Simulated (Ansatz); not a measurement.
**C7H15HfNOSi: basis-set convergence**

An exercise on one series of results from a longer session: the logs are not shown, and one member is left open.

The runs use Ansatz 0.2.0, Gaussian basis; one geometry, several basis sets.

The runs, in order: PBE0-D4/def2-SVP; ωB97M-V/def2-SVP; PBE0-D4/def2-QZVPP; ωB97M-V/def2-QZVPP; the functionals' def2-TZVPP values are taken from earlier runs.

## The relaxed structure

The geometry comes from an earlier relaxation with PBE0-D4 in a triple-zeta def2 set; it is a stationary point, not always the lowest conformer. Hf takes the def2 core potential; no spin-orbit term is included.

SMILES `C[O][Hf]1234([CH3])([NH2])[C@@H]5[C@H]1[C@H]2[C@@]3([SiH3])[C@@H]54`, 26 atoms, charge 0, spin multiplicity 1.

Atoms are counted from 1 here; the program's logs count them from 0.

Bond lengths: C1–O2 1.386 Å, C1–H12 1.096 Å, C1–H13 1.096 Å, C1–H14 1.096 Å, O2–Hf3 1.917 Å, Hf3–C4 2.248 Å, Hf3–N5 2.044 Å, Hf3–C6 2.585 Å, Hf3–C7 2.566 Å, Hf3–C8 2.509 Å, Hf3–C9 2.505 Å, Hf3–C11 2.541 Å, C4–H15 1.097 Å, C4–H16 1.095 Å, C4–H17 1.096 Å, N5–H18 1.012 Å, N5–H19 1.008 Å, C6–C7 1.411 Å and more. Angles: O2–C1–H12 111.0°, O2–C1–H13 110.6°, O2–C1–H14 110.5°, H12–C1–H13 108.2°, H12–C1–H14 108.2°, H13–C1–H14 108.2°, C1–O2–Hf3 170.9°, O2–Hf3–C4 100.8°, O2–Hf3–N5 106.8°, O2–Hf3–C6 150.5°, O2–Hf3–C7 125.7°, O2–Hf3–C8 98.2°, O2–Hf3–C9 99.0°, O2–Hf3–C11 128.4°, C4–Hf3–N5 103.9°, C4–Hf3–C6 96.1°, C4–Hf3–C7 127.9°, C4–Hf3–C8 132.7° and more.

Geometry (Å):

```xyz
26

C    -0.4524    1.9525   -2.4831
O    -0.6676    0.9030   -1.6034
Hf   -0.6814   -0.4971   -0.2948
C    -2.1862    0.3087    1.1687
N    -1.6318   -2.0926   -1.1476
C     0.5598   -2.0109    1.3931
C     1.2397   -2.1351    0.1634
C     1.7940   -0.8804   -0.1533
C     1.4642    0.0409    0.8805
Si    1.9782    1.8218    0.9606
C     0.6943   -0.6814    1.8332
H     0.5848    2.3032   -2.4307
H    -0.6570    1.6406   -3.5135
H    -1.1102    2.7951   -2.2432
H    -3.1059    0.5553    0.6234
H    -2.4594   -0.3995    1.9576
H    -1.8441    1.2292    1.6565
H    -2.3018   -1.9812   -1.8972
H    -1.5391   -3.0769   -0.9490
H     0.0083   -2.7922    1.8969
H     1.3053   -3.0267   -0.4425
H     2.3654   -0.6478   -1.0415
H     0.8444    2.6790    1.3969
H     3.0992    2.0125    1.9196
H     2.4308    2.2529   -0.3883
H     0.2686   -0.2730    2.7378
```

Set-up of the first run:

in.yaml

```yaml
crystal:
  periodic: [false, false, false]
  atoms:
    - {symbol: C, position_ang: [-0.452423, 1.952472, -2.483116]}
    - {symbol: O, position_ang: [-0.667633, 0.903031, -1.603366]}
    - {symbol: Hf, position_ang: [-0.681426, -0.497101, -0.294758]}
    - {symbol: C, position_ang: [-2.186190, 0.308727, 1.168740]}
    - {symbol: N, position_ang: [-1.631799, -2.092645, -1.147594]}
    - {symbol: C, position_ang: [0.559765, -2.010895, 1.393077]}
    - {symbol: C, position_ang: [1.239724, -2.135104, 0.163443]}
    - {symbol: C, position_ang: [1.793953, -0.880357, -0.153327]}
    - {symbol: C, position_ang: [1.464158, 0.040940, 0.880524]}
    - {symbol: Si, position_ang: [1.978203, 1.821836, 0.960597]}
    - {symbol: C, position_ang: [0.694291, -0.681356, 1.833209]}
    - {symbol: H, position_ang: [0.584788, 2.303189, -2.430678]}
    - {symbol: H, position_ang: [-0.657000, 1.640604, -3.513450]}
    - {symbol: H, position_ang: [-1.110191, 2.795122, -2.243245]}
    - {symbol: H, position_ang: [-3.105868, 0.555253, 0.623394]}
    - {symbol: H, position_ang: [-2.459431, -0.399537, 1.957560]}
    - {symbol: H, position_ang: [-1.844076, 1.229206, 1.656471]}
    - {symbol: H, position_ang: [-2.301773, -1.981220, -1.897210]}
    - {symbol: H, position_ang: [-1.539124, -3.076886, -0.949049]}
    - {symbol: H, position_ang: [0.008308, -2.792174, 1.896876]}
    - {symbol: H, position_ang: [1.305341, -3.026749, -0.442519]}
    - {symbol: H, position_ang: [2.365412, -0.647783, -1.041530]}
    - {symbol: H, position_ang: [0.844412, 2.678956, 1.396915]}
    - {symbol: H, position_ang: [3.099161, 2.012538, 1.919599]}
    - {symbol: H, position_ang: [2.430849, 2.252897, -0.388346]}
    - {symbol: H, position_ang: [0.268578, -0.272955, 2.737772]}
basis:
  gaussian: {orbitals: def2-SVP}
hamiltonian: {xc: pbe0, dispersion: d4}
output: {orbitals: {seedname: orbitals}}
```

Launch:

```bash
$ ansatz run in.yaml --threads 4 --pin off --events-out ev --progress --plain --max-ram 66560MiB --backend cpu
```

Among the steps run: PBE0-D4 in def2-SVP; ωB97M-V in def2-SVP; PBE0-D4 in def2-QZVPP; ωB97M-V in def2-QZVPP.

One table of the session follows, with a row left open; its other results are not shown here.

It belongs to the step «Functionals by basis». 

| functional | basis | HOMO (eV) | LUMO (eV) |
| --- | --- | --- | --- |
| PBE0-D4 | def2-SVP | -6.77 | -0.25 |
| PBE0-D4 | def2-TZVPP | ? | ? |
| PBE0-D4 | def2-QZVPP | -6.88 | -0.37 |
| ωB97M-V | def2-SVP | -9.07 | 1.70 |
| ωB97M-V | def2-TZVPP | -9.15 | 1.27 |
| ωB97M-V | def2-QZVPP | -9.18 | 0.78 |

Estimate the missing values for PBE0-D4, def2-TZVPP.

As computed: HOMO (eV): -6.85; LUMO (eV): -0.33. In the column «HOMO (eV)» it lies between PBE0-D4, def2-QZVPP (-6.88) and PBE0-D4, def2-SVP (-6.77).
